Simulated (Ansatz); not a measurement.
# C11H14OZr: how energies converge with the basis set

One table from this session's results is given with a row withheld; the runs are named, their logs left out.

Computed with Ansatz 0.2.0, Gaussian basis. Level: one geometry, several basis sets.

Plan: PBE0-D4/def2-SVP; ωB97M-V/def2-SVP; PBE0-D4/def2-QZVPP; ωB97M-V/def2-QZVPP; the functionals' def2-TZVPP values are taken from earlier runs.

2 further runs of the same task are left out: 2 for a known fault of the program.

## The relaxed structure

The geometry comes from an earlier relaxation with PBE0-D4 in a triple-zeta def2 set; it is a stationary point, not always the lowest conformer. Zr takes the def2 core potential; no spin-orbit term is included.

SMILES `C[O][ZrH]12345678([C@H]9[C@@H]1[C@@H]2[C@@H]3[C@H]94)[C@H]1[C@@H]5[C@@H]6[C@@H]7[C@H]18`, 27 atoms, charge 0, spin multiplicity 1.

Atoms are counted from 1 here; the program's logs count them from 0.

Bond lengths: C1–O2 1.381 Å, C1–H14 1.098 Å, C1–H15 1.100 Å, C1–H16 1.096 Å, O2–Zr3 1.941 Å, Zr3–C4 2.510 Å, Zr3–C5 2.521 Å, Zr3–C6 2.529 Å, Zr3–C7 2.526 Å, Zr3–C8 2.519 Å, Zr3–C9 2.546 Å, Zr3–C10 2.545 Å, Zr3–C11 2.532 Å, Zr3–C12 2.529 Å, Zr3–C13 2.514 Å, Zr3–H17 1.843 Å, C4–C5 1.413 Å, C4–C8 1.411 Å and more. Angles: O2–C1–H14 111.0°, O2–C1–H15 111.8°, O2–C1–H16 110.5°, H14–C1–H15 107.9°, H14–C1–H16 107.8°, H15–C1–H16 107.8°, C1–O2–Zr3 156.3°, O2–Zr3–C4 117.2°, O2–Zr3–C5 138.0°, O2–Zr3–C6 114.2°, O2–Zr3–C7 85.4°, O2–Zr3–C8 86.9°, O2–Zr3–C9 138.5°, O2–Zr3–C10 120.0°, O2–Zr3–C11 89.2°, O2–Zr3–C12 85.4°, O2–Zr3–C13 113.2°, O2–Zr3–H17 100.1° and more.

Set-up of the first run:

Contents of in.yaml:

```yaml
crystal:
  periodic: [false, false, false]
  atoms:
    - {symbol: C, position_ang: [-1.469350, -2.598211, 1.233361]}
    - {symbol: O, position_ang: [-0.501663, -1.683060, 0.868097]}
    - {symbol: Zr, position_ang: [0.190836, 0.027851, 0.268509]}
    - {symbol: C, position_ang: [-1.319856, 1.440108, -1.154109]}
    - {symbol: C, position_ang: [-0.697596, 2.329001, -0.249761]}
    - {symbol: C, position_ang: [-1.153604, 2.022983, 1.049494]}
    - {symbol: C, position_ang: [-2.061993, 0.947922, 0.946167]}
    - {symbol: C, position_ang: [-2.167895, 0.590423, -0.412154]}
    - {symbol: C, position_ang: [2.101900, 0.915786, -1.161124]}
    - {symbol: C, position_ang: [2.698203, 0.355283, -0.017329]}
    - {symbol: C, position_ang: [2.464171, -1.040926, -0.045183]}
    - {symbol: C, position_ang: [1.727868, -1.338188, -1.203275]}
    - {symbol: C, position_ang: [1.477463, -0.126785, -1.885844]}
    - {symbol: H, position_ang: [-1.466857, -3.463297, 0.557885]}
    - {symbol: H, position_ang: [-2.476483, -2.157018, 1.213657]}
    - {symbol: H, position_ang: [-1.284490, -2.966708, 2.249280]}
    - {symbol: H, position_ang: [0.886995, 0.666399, 1.851356]}
    - {symbol: H, position_ang: [-1.190263, 1.428566, -2.225889]}
    - {symbol: H, position_ang: [0.003466, 3.108974, -0.505774]}
    - {symbol: H, position_ang: [-0.865951, 2.525967, 1.958375]}
    - {symbol: H, position_ang: [-2.561265, 0.461241, 1.771019]}
    - {symbol: H, position_ang: [-2.774070, -0.208780, -0.814072]}
    - {symbol: H, position_ang: [2.107728, 1.960553, -1.432987]}
    - {symbol: H, position_ang: [3.245287, 0.888981, 0.743396]}
    - {symbol: H, position_ang: [2.767202, -1.747369, 0.713209]}
    - {symbol: H, position_ang: [1.368742, -2.314739, -1.492745]}
    - {symbol: H, position_ang: [0.951496, -0.024938, -2.823595]}
basis:
  gaussian: {orbitals: def2-SVP}
hamiltonian: {xc: pbe0, dispersion: d4}
output: {orbitals: {seedname: orbitals}}
```

The run is started by

```console
ansatz run in.yaml --threads 11 --pin off --events-out ev --progress --plain --max-ram 166912MiB --backend cpu
```

Among the steps run: PBE0-D4 in def2-SVP; ωB97M-V in def2-SVP; PBE0-D4 in def2-QZVPP; ωB97M-V in def2-QZVPP.

One table of the session follows, with a row left open; its other results are not shown here.

It belongs to the step «Density functionals: the series». 

| functional | basis | HOMO (eV) |
| --- | --- | --- |
| PBE0-D4 | def2-SVP | -6.52 |
| PBE0-D4 | def2-TZVPP | -6.49 |
| PBE0-D4 | def2-QZVPP | -6.50 |
| ωB97M-V | def2-SVP | -8.60 |
| ωB97M-V | def2-TZVPP | -8.56 |
| ωB97M-V | def2-QZVPP | ? |

Q: Estimate the row for ωB97M-V, def2-QZVPP from the others.

As computed: HOMO (eV): -8.57. In the column «HOMO (eV)» it lies between ωB97M-V, def2-SVP (-8.60) and ωB97M-V, def2-TZVPP (-8.56).
